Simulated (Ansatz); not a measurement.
# H4KSi: the cost of one run

Method: revPBE-D4/def2-SVP; program: Ansatz 0.2.0, Gaussian basis.

103 further runs of the same task are left out: 103 set aside as unsound or not needed.

## 1. Starting geometry

The start, a pair relaxed at PBE0-D4: 6 atoms, charge 1, spin multiplicity 1.

Atoms are counted from 1 here; the program's logs count them from 0.

Bond lengths: Si2–H3 1.498 Å, Si2–H4 1.477 Å, Si2–H5 1.477 Å, Si2–H6 1.498 Å. Angles: H3–Si2–H4 109.4°, H3–Si2–H5 109.4°, H3–Si2–H6 105.0°, H4–Si2–H5 114.0°, H4–Si2–H6 109.4°, H5–Si2–H6 109.4°.

Coordinates:

```tsv
atom	x (Å)	y (Å)	z (Å)
K1	-0.0887	-0.1236	-3.2436
Si2	0.0189	0.0263	0.6915
H3	-0.0708	-1.1939	-0.1727
H4	1.2764	-0.0123	1.4650
H5	-1.1955	0.1262	1.5260
H6	0.0597	1.1774	-0.2663
```

## 2. The run

File md/in.yaml:

```yaml
crystal:
  periodic: [false, false, false]
  atoms:
    - {symbol: K, position_ang: [-0.088683, -0.123645, -3.243578]}
    - {symbol: Si, position_ang: [0.018909, 0.026346, 0.691525]}
    - {symbol: H, position_ang: [-0.070835, -1.193912, -0.172720]}
    - {symbol: H, position_ang: [1.276437, -0.012340, 1.464983]}
    - {symbol: H, position_ang: [-1.195540, 0.126163, 1.525966]}
    - {symbol: H, position_ang: [0.059712, 1.177388, -0.266276]}
basis:
  gaussian: {orbitals: def2-SVP}
total_charge: 1
hamiltonian: {xc: {name: revPBE}, dispersion: d4}
md: {n_steps: 80, timestep: 1.0, temperature: 200, ensemble: nvt_langevin, seed: 672, friction: 0.002, initial_velocities: maxwell_boltzmann}
```

Launch:

```sh
$ ansatz run in.yaml --threads 2 --pin off --events-out ev --progress --plain --max-ram 5222MiB
```

**Question.** How long does this run take on 2 threads of Arm Neoverse V2, shared host?

About 68 s.
